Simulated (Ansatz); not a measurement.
# ClGaHS radical: small, medium and large basis sets

An exercise on one series of results from a longer session: the logs are not shown, and one member is left open.

Computed with Ansatz 0.2.0, Gaussian basis. Level: one geometry, several basis sets.

The runs, in order: PBE0-D4/def2-SVP; ωB97M-V/def2-SVP; PBE0-D4/def2-QZVPP; ωB97M-V/def2-QZVPP; the functionals' def2-TZVPP values are taken from earlier runs.

## Structure used throughout

The geometry comes from an earlier relaxation with PBE0-D4 in a triple-zeta def2 set; it is a stationary point.

SMILES `[SH][Ga][Cl]`, 4 atoms, charge 0, spin multiplicity 2.

Atoms are counted from 1 here; the program's logs count them from 0.

Bond lengths: S1–Ga2 2.233 Å, S1–H4 1.346 Å, Ga2–Cl3 2.170 Å. Angles: Ga2–S1–H4 90.9°, S1–Ga2–Cl3 116.7°.

The first run:

The input, in.yaml:

```yaml
crystal:
  periodic: [false, false, false]
  atoms:
    - {symbol: S, position_ang: [-1.045384, 0.685375, -0.952942]}
    - {symbol: Ga, position_ang: [0.031153, -1.171018, -0.334754]}
    - {symbol: Cl, position_ang: [1.459883, -0.975020, 1.287042]}
    - {symbol: H, position_ang: [-0.390052, 1.400362, -0.019547]}
basis:
  gaussian: {orbitals: def2-SVP}
magnetization: {spin_polarized: true, initial_magnetization: 1}
hamiltonian: {xc: pbe0, dispersion: d4}
output: {orbitals: {seedname: orbitals}}
```

Steps of the session up to this table: PBE0-D4 in def2-SVP; ωB97M-V in def2-SVP; PBE0-D4 in def2-QZVPP; ωB97M-V in def2-QZVPP.

One table of the session follows, with a row left open; its other results are not shown here.

It belongs to the step «Functionals by basis». 

```
functional       basis  HOMO (eV)  LUMO (eV)
   PBE0-D4    def2-SVP      -6.59      -3.59
   PBE0-D4  def2-TZVPP      -6.68      -3.68
   PBE0-D4  def2-QZVPP      -6.71      -3.72
   ωB97M-V    def2-SVP      -8.52      -1.91
   ωB97M-V  def2-TZVPP          ?          ?
   ωB97M-V  def2-QZVPP      -8.68      -2.11
```

**Question.** Estimate the row for ωB97M-V, def2-TZVPP.

**Answer.** HOMO (eV): -8.63; LUMO (eV): -2.01. In the column «HOMO (eV)» it lies between ωB97M-V, def2-QZVPP (-8.68) and ωB97M-V, def2-SVP (-8.52).
